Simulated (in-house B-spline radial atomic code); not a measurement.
# Ta⁺: binding energies from hole states

Aim: the cost of two holes at once in Ta⁺, against the sum of the two single holes.

Method: Dirac-Hartree-Fock, average of configuration, Fermi nucleus, basis-set limit. Code: in-house B-spline radial atomic code version 1.

**1. The atom as given**

```
element       : tantalum (Z = 73)
charge        : +1
electrons     : 72
configuration : [Xe] 4f14 5d3 6s1
Hamiltonian   : Dirac-Coulomb
nucleus       : Fermi, rms radius 5.351 fm
```

The outer shells:

[Xe] 4f14 5d3 6s1
```
[Xe] core
4f [↑↓][↑↓][↑↓][↑↓][↑↓][↑↓][↑↓]
5d [↑ ][↑ ][↑ ][  ][  ]
6s [↑ ]
```

The boxes draw the filling by Hund's rule, which heavy ions in jj coupling don't follow; these runs average over all states of the configuration.

The run's settings:

```ini
Z = 73
electrons = 72.0
configuration = [Xe] 4f14 5d3 6s1
hamiltonian = dirac
method = hf
spin_polarised = False
nucleus = fermi
rms_radius = 5.3507
mass_number = 181
atomic_mass = 180.947998528
speed_of_light = 137.035999084
```

The reference is known from an earlier run: -15616.336491 hartree in all. Up to eight levels, counted from the top:

```csv
orbital,occupation,energy (eV),<r> (bohr)
5s1/2,2,-94.185,1.119
5p1/2,2,-62.028,1.235
5p3/2,4,-52.790,1.336
4f5/2,6,-48.653,0.6221
4f7/2,8,-46.477,0.6321
5d3/2,1.2,-15.197,2.027
5d5/2,1.8,-14.681,2.091
6s1/2,1,-13.698,3.229
```

Single holes known from earlier runs (ΔSCF): 3p1/2 2494.02 eV, 3d3/2 1810.88 eV, 3d5/2 1751.43 eV, 4p3/2 423.83 eV, 4f7/2 37.143 eV, 5s 90.827 eV, 5d 13.945 eV.

**2. The 3d5/2 and 3d3/2 holes**

In configurations, a minus sign after the shell means j = l − 1/2 and a plus sign j = l + 1/2; the count of electrons follows.

The run's settings:

```ini
Z = 73
electrons = 70.0
configuration = 1s2 2s2 2p6 3s2 3p6 3d-3 3d+5 4s2 4p6 4d10 4f14 5s2 5p6 5d3 6s1
hamiltonian = dirac
method = hf
spin_polarised = False
nucleus = fermi
rms_radius = 5.3507
mass_number = 181
atomic_mass = 180.947998528
speed_of_light = 137.035999084
```

**3. The 3d3/2 and 5s holes**

Settings: those of step 2 with these lines changed.

```diff
@@ -2,3 +2,3 @@
 electrons = 70.0
-configuration = 1s2 2s2 2p6 3s2 3p6 3d-3 3d+5 4s2 4p6 4d10 4f14 5s2 5p6 5d3 6s1
+configuration = 1s2 2s2 2p6 3s2 3p6 3d-3 3d+6 4s2 4p6 4d10 4f14 5s1 5p6 5d3 6s1
 hamiltonian = dirac
```

**4. The 3p1/2 and 4p3/2 holes**

The run's settings:

```ini
Z = 73
electrons = 70.0
configuration = 1s2 2s2 2p6 3s2 3p-1 3p+4 3d10 4s2 4p-2 4p+3 4d10 4f14 5s2 5p6 5d3 6s1
hamiltonian = dirac
method = hf
spin_polarised = False
nucleus = fermi
rms_radius = 5.3507
mass_number = 181
atomic_mass = 180.947998528
speed_of_light = 137.035999084
```

**5. The 3p1/2 and 3d3/2 holes**

The run's settings:

```ini
Z = 73
electrons = 70.0
configuration = 1s2 2s2 2p6 3s2 3p-1 3p+4 3d-3 3d+6 4s2 4p6 4d10 4f14 5s2 5p6 5d3 6s1
hamiltonian = dirac
method = hf
spin_polarised = False
nucleus = fermi
rms_radius = 5.3507
mass_number = 181
atomic_mass = 180.947998528
speed_of_light = 137.035999084
```

**6. The 4f7/2 and 5d holes**

The run's settings:

```ini
Z = 73
electrons = 70.0
configuration = 1s2 2s2 2p6 3s2 3p6 3d10 4s2 4p6 4d10 4f-6 4f+7 5s2 5p6 5d2 6s1
hamiltonian = dirac
method = hf
spin_polarised = False
nucleus = fermi
rms_radius = 5.3507
mass_number = 181
atomic_mass = 180.947998528
speed_of_light = 137.035999084
```

**Question.** What does each hole state cost in eV, and how does that compare with the orbital energies or single holes?

As calculated:

| two holes | ΔSCF (eV) | less the two single holes (eV) |
| --- | --- | --- |
| 3d5/2 and 3d3/2 | 3629.40 | 67.09 |
| 3d3/2 and 5s | 1919.24 | 17.53 |
| 3p1/2 and 4p3/2 | 2946.75 | 28.89 |
| 3p1/2 and 3d3/2 | 4359.58 | 54.67 |
| 4f7/2 and 5d | 63.559 | 12.47 |

Two holes cost more than the sum of each, because the second electron leaves a more charged ion. The excess runs from 12.5 eV (4f7/2 and 5d) to 67.1 eV (3d5/2 and 3d3/2); it tends to be largest where both holes are compact. Two partly filled shells share a symmetry and can mix in the average, which may lower the energy, in these hole states: 3d5/2 and 3d3/2; 3d3/2 and 5s; 3p1/2 and 3d3/2; 3d3/2; 3d5/2; 5s. Values are for the free ion, measured from the vacuum level.
